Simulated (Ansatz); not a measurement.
**SiH3Br (singlet): the correlation ladder at distance Br1–H2 along a hydrogen transfer = 1.543 Å, cc-pVDZ**

Aim: climb from Hartree-Fock through coupled cluster and multireference methods for SiH3Br (singlet) at one geometry and basis, and see what each rung misses.

Computed with Ansatz 0.2.0, Gaussian basis. Level: cc-pVDZ, core rule «outside noble gas», up to 19 orbitals frozen.

The runs, in order: UHF; CCSD(T) on RHF; CCSD(T) on UHF; BCCD(T) on RHF; CISD; CCSDT(Q) on RHF; CCSDT(Q) on UHF; CASSCF and MRCISD+Q, 2 electrons in 2 orbitals; CASSCF and NEVPT2, 2 electrons in 2 orbitals; CASSCF and NEVPT2, 14 electrons in 11 orbitals.

3 further runs of the same task are left out: 1 for a mislabelled method, 2 that didn't finish.

## (1) The system

The geometry derives from fragments relaxed apart (PBE0/def2-TZVP) and kept rigid, so it is no stationary point. A hydrogen atom is moved between rigid fragments. No spin-orbit coupling is included. The filled d shell of Br may be among the frozen orbitals whatever the setting's name suggests; the logs give the count.

5 atoms, charge 0, spin multiplicity 1.

Atoms are counted from 1 here; the program's logs count them from 0.

Bond lengths: Br1–H2 1.543 Å, Si3–H4 1.526 Å, Si3–H5 1.526 Å. Angles: H4–Si3–H5 91.2°.

## (2) UHF

Input file in.yaml:

```yaml
crystal:
  periodic: [false, false, false]
  atoms:
    - {symbol: Br, position_ang: [-0.916942, 0.015876, 0.000000]}
    - {symbol: H, position_ang: [0.626058, 0.015876, 0.000000]}
    - {symbol: Si, position_ang: [2.372058, 0.015876, 0.000000]}
    - {symbol: H, position_ang: [2.984238, -0.858408, 1.090012]}
    - {symbol: H, position_ang: [2.984238, -0.858408, -1.090012]}
basis:
  gaussian: {orbitals: cc-pVDZ}
magnetization: {spin_polarized: true, initial_magnetization: 0}
hamiltonian: {xc: hf}
output: {orbitals: {seedname: orbitals}}
```

Started as:

```console
$ ansatz run in.yaml --threads 1 --pin off --events-out ev --progress --plain --max-ram 2393MiB
```

The runs that follow: CCSD(T) on RHF; CCSD(T) on UHF; BCCD(T) on RHF; CISD; CCSDT(Q) on RHF; CCSDT(Q) on UHF; CASSCF and MRCISD+Q, 2 electrons in 2 orbitals; CASSCF and NEVPT2, 2 electrons in 2 orbitals; CASSCF and NEVPT2, 14 electrons in 11 orbitals.

Before running them: what should the planned runs give, taken together? Wanted: RCCSDT(Q) below the RHF energy; RMP2 from RCCSDT(Q); UMP2 from RCCSDT(Q); RCCSD from RCCSDT(Q); RCCSD(T) from RCCSDT(Q); UCCSD(T) from RCCSDT(Q); UCCSDT(Q) from RCCSDT(Q); NEVPT2 pair from RCCSDT(Q); MRCISD+Q pair from RCCSDT(Q).

**Answer**, as computed:

```
                         quantity                      value
   RCCSDT(Q) below the RHF energy                 -7.5860 eV
              RMP2 from RCCSDT(Q)                +1322.9 meV
              UMP2 from RCCSDT(Q)                +1522.5 meV
             RCCSD from RCCSDT(Q)                 +245.5 meV
          RCCSD(T) from RCCSDT(Q)                  +49.8 meV
          UCCSD(T) from RCCSDT(Q)                  +94.7 meV
         UCCSDT(Q) from RCCSDT(Q)                   +1.4 meV
       NEVPT2 pair from RCCSDT(Q)                +1185.9 meV
     MRCISD+Q pair from RCCSDT(Q)                  +68.3 meV
    NEVPT2 valence from RCCSDT(Q)                +1391.2 meV
levels within 1 kcal/mol (43 meV)  RCCSDT, UCCSDT, UCCSDT(Q)
                    T1 diagnostic                      0.013
   effectively unpaired electrons                       0.13
```

RCCSD(T) misses by +49.8 meV, 0.7 % of the correlation energy. CCSD(T) misses by +49.8 meV on the restricted determinant and by +94.7 meV on the unrestricted one; the two need not hold the same state or core. One determinant dominates. Of the multireference levels listed MRCISD+Q pair comes nearest in total energy (+68.3 meV), which doesn't show that its space is the better one. These misses are within one basis, not against nature.
